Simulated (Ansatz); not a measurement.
## Sn, space group Immm: a convergence test of the plane-wave cutoff, step by step

Computed with Ansatz 0.2.0, Python API.

`sn.extxyz`
```text
1
Lattice="-1.726539 1.775547 2.338342 1.726539 -1.775547 2.338342 1.726539 1.775547 -2.338342" Properties=species:S:1:pos:R:3 pbc="T T T"
Sn    0.00000000    0.00000000    0.00000000
```

Interactive session:
```pycon
>>> import ansatz as az
>>> structure = az.Crystal.from_extxyz('sn.extxyz')
>>> model = (
...     structure.calculation()
...     .functional(az.Functional.R2SCAN)
...     .kpoints(11, 11, 11, center='gamma')
...     .occupations('Methfessel-Paxton', width=0.1)  # fractional filling near the Fermi level
...     .forces()
...     .stress()  # positive in compression
... )
>>> rows = []
>>> for value in [250, 350, 450, 550, 650]:
...     rep = model.basis(value).run(threads=1).report
...     rows.append((value, rep['free_energy_ev'] / len(rep['lattice']['sites']), rep['n_iterations'], sum(rep['stress_gpa'][i][i] for i in range(3)) / 3, max(abs(f) for row in rep['forces_ev_ang'] for f in row), rep['n_pw']))
...
DeckWarning: basis.ecutwfc = 250 eV is below the records' recommended 500 eV, and the density's cutoff is lower with it unless basis.ecutrho_ratio is high enough to keep the records' density cutoff: compare with a run at a higher cutoff
DeckWarning: basis.ecutwfc = 350 eV is below the records' recommended 500 eV, and the density's cutoff is lower with it unless basis.ecutrho_ratio is high enough to keep the records' density cutoff: compare with a run at a higher cutoff
DeckWarning: basis.ecutwfc = 450 eV is below the records' recommended 500 eV, and the density's cutoff is lower with it unless basis.ecutrho_ratio is high enough to keep the records' density cutoff: compare with a run at a higher cutoff
>>> print(' cutoff (eV)   F/atom (eV)    iterations       P (GPa)  max component (eV/A)   plane waves')
 cutoff (eV)   F/atom (eV)    iterations       P (GPa)  max component (eV/A)   plane waves
>>> for row in rows:
...     print(f'{str(row[0]):>12s}  {row[1]:12.5f}  {row[2]:12d}  {row[3]:12.3f}  {row[4]:20.4f}  {row[5]:12d}')
...
         250   -6037.85972             5        -2.713                0.0000           275
         350   -6038.38628             5        -2.137                0.0000           419
         450   -6038.39002             5        -2.160                0.0000           615
         550   -6038.39049             5        -2.163                0.0000           849
         650   -6038.39066             5        -2.164                0.0000          1081
>>> # differences from the last row
>>> for row in rows[:-1]:
...     shift = 1000 * (row[1] - rows[-1][1])
...     print(f'{row[0]}: {shift:+.2f} meV/atom' + ('  (within 5 meV)' if abs(shift) < 5 else ''))
...
250: +530.94 meV/atom
350: +4.38 meV/atom  (within 5 meV)
450: +0.64 meV/atom  (within 5 meV)
550: +0.17 meV/atom  (within 5 meV)
```

From 350 eV on it stays within 5 meV an atom of the value at 650 eV; the first row (250 eV) is off by 530.9 meV and the last but one by 0.17 meV. The energy falls steadily, as expected when plane waves are added. The pressure moves from -2.71 to -2.16 GPa (the program's stress holds a Pulay correction, so it settles early). The last run costs about 2.8 times the first.

The mesh is modest for a metal, so energies can be off by several to tens of meV an atom and pressures by half a GPa or more; differences at equal mesh fare better. Forces vanish by symmetry here and test nothing. Pressure is positive in compression. This isn't the structure that Sn takes at ambient conditions. Warnings are shown shortened and without file and line. Shifts are counted from the last row, which is itself no proven limit. Hardware and time: 35 s on 1 thread of Arm Neoverse V1, on a shared host, peak memory 0.57 GiB.
